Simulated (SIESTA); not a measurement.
## Ge3Pd under changes of volume

One of the cells (18.121 Å³/atom); the others are scaled copies at fixed shape and fractional positions:

```xyz
4
Lattice="4.1695 0.0000 0.0000 0.0000 4.1695 0.0000 0.0000 0.0000 4.1695" Properties=species:S:1:pos:R:3 pbc="T T T"
Pd    0.0000    0.0000    0.0000
Ge    2.0847    2.0847    0.0000
Ge    2.0847    0.0000    2.0847
Ge    0.0000    2.0847    2.0847
```

The cell comes from a database or a generator and needn't be the stable form of this composition.

| Item | Value |
| --- | --- |
| Program | SIESTA 5.4.2 |
| Functional | PBEsol |
| Potentials or basis | PseudoDojo 0.4 standard (PBEsol files) |
| Basis | DZP (energy shift 0.003 Ry; two zetas on semicore shells) |
| Grid cutoff | 800 Ry |
| Energy shift | 0.003 Ry |
| k mesh | 7 × 7 × 7 |
| Occupations | fermi-dirac, width 0.05 eV |
| Spin | no spin polarisation |

| volume (Å³/atom) | energy over the lowest point (meV/atom) | pressure (GPa) |
| --- | --- | --- |
| 16.700 | 2.64 | 2.6 |
| 17.055 | 0.00 | 0.0 |
| 17.410 | 2.15 | -1.7 |
| 18.121 | ? | ? |
| 18.476 | 29.79 | -6.4 |
| 18.831 | 45.12 | -7.3 |

Q: What does the run at 18.121 Å³/atom give?

A: Energy over the lowest point 16.84 meV/atom; pressure -5.0 GPa.

Worked out: A Birch-Murnaghan fit of order 3 (a polynomial in V^(-2/3)) to the other rows has its minimum at 17.07 Å³/atom with B0 = V·E''(V) = 96 GPa and B' = 4.7. It gives 17.34 meV/atom at 18.121 Å³/atom, against the run's 16.84, and -dE/dV = -5.0 GPa, against -5.0.

Energies are extrapolated to zero smearing.

Caveats: the basis of atomic orbitals isn't converged, which shifts pressures, moduli and gaps.
